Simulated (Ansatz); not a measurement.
# C2H3AlF2: a ladder of functionals and wavefunction methods

Aim: compute C2H3AlF2 with functionals from several rungs and with coupled cluster, and see how far each lands from CCSD(T) at the basis-set limit for the atomisation energy.

Computed with Ansatz 0.2.0, Gaussian basis. Level: functionals in def2-TZVPP, the program's frozen cores in correlated methods.

The runs, in order: LDA (SPW92), PBE-D4, revPBE-D4, BLYP-D4, r2SCAN-D4, B97M-V, PBE0-D4, B3LYP-D4, r2SCANh-D4, r2SCAN0-D4, HSE06-D4, BHLYP-D4, CAM-B3LYP-D4, LC-ωPBE, ωB97X-V, ωB97M-V, B2PLYP, PBE-QIDH; CCSD(T)/def2-SVP; CCSD(T)/def2-TZVPP; MP2/def2-QZVPP; extrapolation to the limit; RPA on PBE.

## 1. Structure used throughout

An earlier PBE0-D4 in a triple-zeta def2 set relaxation fixed the geometry.

8 atoms, charge 0, spin multiplicity 1.

Atoms are counted from 1 here; the program's logs count them from 0.

Bond lengths: F1–C2 1.315 Å, C2–F3 1.314 Å, C2–C4 1.323 Å, C4–Al5 1.928 Å, C4–H6 1.086 Å, Al5–H7 1.584 Å, Al5–H8 1.582 Å. Angles: F1–C2–F3 108.2°, F1–C2–C4 126.1°, F3–C2–C4 125.6°, C2–C4–Al5 124.4°, C2–C4–H6 113.4°, Al5–C4–H6 122.2°, C4–Al5–H7 117.5°, C4–Al5–H8 120.5°, H7–Al5–H8 122.0°.

## 2. LDA

This LDA is Slater exchange with PW92 correlation.

The input, in.yaml:

```yaml
crystal:
  periodic: [false, false, false]
  atoms:
    - {symbol: F, position_ang: [1.337697, -0.238157, 2.225363]}
    - {symbol: C, position_ang: [0.666568, -0.429616, 1.110776]}
    - {symbol: F, position_ang: [0.523735, -1.724198, 0.934507]}
    - {symbol: C, position_ang: [0.211116, 0.513581, 0.302290]}
    - {symbol: Al, position_ang: [-0.768827, 0.176592, -1.322996]}
    - {symbol: H, position_ang: [0.442092, 1.519233, 0.640545]}
    - {symbol: H, position_ang: [-1.240482, 1.431461, -2.166965]}
    - {symbol: H, position_ang: [-1.079799, -1.305996, -1.779321]}
basis:
  gaussian: {orbitals: def2-TZVPP}
hamiltonian: {xc: lda}
output: {orbitals: {seedname: orbitals}}
```

Started as:

```sh
> ansatz run in.yaml --threads 2 --pin off --events-out ev --progress --plain --max-ram 4352MiB
```

After this run come: PBE-D4 (GGA); revPBE-D4 (GGA); BLYP-D4 (GGA); r2SCAN-D4 (meta-GGA); B97M-V (meta-GGA); B3LYP-D4 (hybrid); r2SCANh-D4 (hybrid); r2SCAN0-D4 (hybrid); HSE06-D4 (hybrid); BHLYP-D4 (hybrid); CAM-B3LYP-D4 (range-separated); LC-ωPBE (range-separated); ωB97X-V (range-separated); ωB97M-V (range-separated); B2PLYP (double hybrid); PBE-QIDH (double hybrid); CCSD(T) in def2-SVP; CCSD(T) in def2-TZVPP; MP2 in def2-QZVPP; RPA on PBE orbitals.

**Question.** What will the summary of the whole plan be? Wanted: atomisation energy, CCSD(T)/CBS; farthest beyond LDA; mean size of error, GGA; mean size of error, meta-GGA; mean size of error, hybrid; mean size of error, range-separated; mean size of error, double hybrid; gap, smallest and largest; T1 diagnostic.

**Answer**, as computed:

```
                               quantity                                      value
        atomisation energy, CCSD(T)/CBS                              2897.8 kJ/mol
 functionals within 14.5 kJ/mol (0.5 %)  revPBE-D4, B3LYP-D4, r2SCANh-D4, PBE-QIDH
                    farthest beyond LDA                   BHLYP-D4 (-120.4 kJ/mol)
                mean size of error, GGA                                41.0 kJ/mol
           mean size of error, meta-GGA                                38.0 kJ/mol
             mean size of error, hybrid                                33.2 kJ/mol
    mean size of error, range-separated                                19.7 kJ/mol
      mean size of error, double hybrid                                20.0 kJ/mol
              gap, smallest and largest      4.18 eV (BLYP-D4), 10.92 eV (LC-ωPBE)
                          T1 diagnostic                                     0.0125
triples share of the correlation energy                                      3.5 %
```

What this shows: LDA overbinds by 512.8 kJ/mol (18 %). PBE-D4 misses by +100.5 kJ/mol. Double hybrids carry the basis error of their MP2 part in triple zeta, and no dispersion term here, so their miss is partly the set-up's. Taken by rung, range-separated functionals do best (19.7 kJ/mol on average) and GGA ones worst beyond LDA (41.0 kJ/mol). The gap between the best rungs is small, so their order is not settled. The reference freezes the cores and leaves out relativity and excitations past (T), so misses under about 14.5 kJ/mol can't be ranked. Hartree-Fock recovers 71 % of the binding; the rest is correlation. CCSD(T) in def2-SVP is off by -136.2 kJ/mol, worse than the median functional, from the basis alone. The gap grows from 4.2 to 10.9 eV across the functionals, mostly with the share of exact exchange.
